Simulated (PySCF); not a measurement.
# BeAs+: from the state search to spectroscopic constants

What are the lowest state that PBE0 finds, the bond length, vibrational wavenumber and bond energy of BeAs+, and how much do these hang on the method?

Method: Be def2-TZVP, As def2-TZVP, no relativity; program: PySCF 2.14.0.

**1. The job**

The job is set up so:

```
atoms                         : Be, As
charge                        : 1
basis                         : Be def2-TZVP, As def2-TZVP
Hamiltonian                   : no relativity
basis functions               : 67
electrons treated             : 36
masses in u                   : 9.0122, 74.9216
levels                        : PBE0, PBE, r²SCAN, TPSSh, PW91, TPSS, HF, MP2, SCS-MP2, CCSD, CCSD(T)
grid                          : 80 radial by 434 angular points
occupations                   : held fixed by the projection of orbital angular momentum
dissociation limit            : Be+ + As, each in its ground configuration
starting distance in angstrom : 2.235
values of 2S to try           : 0, 2, 4
```

Run with:

```console
> OMP_NUM_THREADS=1 python dia.py task.json out
```

After this run come: First curve: PBE0; Excited determinants; PBE; r²SCAN; TPSSh (hybrid meta-GGA); PW91 (GGA); TPSS; ROHF (mean field); MP2 and coupled cluster.

What does the calculation give? Wanted: for each run, Re; ωe; De; μ.

The runs gave:

Lowest PBE0 solution found, without spin–orbit coupling: ³Σ⁻ (triplet), unpaired electrons π ↑↑. State 2 has its PBE0 minimum 0.30 eV higher, as a spin-mixed determinant (⟨S²⟩ = 1.01), so this is no gap between pure states. State 3 has its PBE0 minimum 1.24 eV higher. State 4 has its PBE0 minimum 1.82 eV higher. The other levels ran on the lowest alone.

```
       level  Re (Å)  ωe (cm⁻¹)  De (eV)  μ (D)
        ROHF   2.151        525     1.18  -8.20
    ROHF-MP2   2.137        569     2.14    n/a
ROHF-SCS-MP2   2.153        541     2.20    n/a
   ROHF-CCSD   2.162        513     2.27    n/a
ROHF-CCSD(T)   2.165        517     2.37    n/a
         PBE   2.138        551     2.85  -6.82
        PW91   2.135        554     2.89  -6.84
        TPSS   2.133        555     2.80  -7.03
      r²SCAN   2.121        571     2.59  -7.34
       TPSSh   2.128        558     2.73  -7.18
        PBE0   2.125        559     2.63  -7.25
```

De is counted to Be+ + As in their ground configurations. A positive dipole points from Be to As; in an ion it is taken about the centre of mass and does not tell which atom is negative.

Differences from CCSD(T) in the same basis:

```
       level  Re (mÅ)  ωe (%)
        ROHF      -14    +1.5
    ROHF-MP2      -28    +9.9
ROHF-SCS-MP2      -12    +4.5
   ROHF-CCSD       -3    -0.8
         PBE      -27    +6.6
        PW91      -30    +7.0
        TPSS      -32    +7.3
      r²SCAN      -43   +10.4
       TPSSh      -37    +7.9
        PBE0      -39    +8.0
```

What this shows: Judged by CCSD(T) in the same basis: best bond length ROHF-CCSD (-3 mÅ), worst r²SCAN (-43 mÅ); best wavenumber ROHF-CCSD (-0.8 %), worst r²SCAN (+10.4 %). Hartree–Fock falls on the short and stiff side, its usual fault. Of the levels with a De here, ROHF gives the least (1.18 eV) and PW91 the most (2.89 eV).

Correlated steps freeze 9 core orbitals.
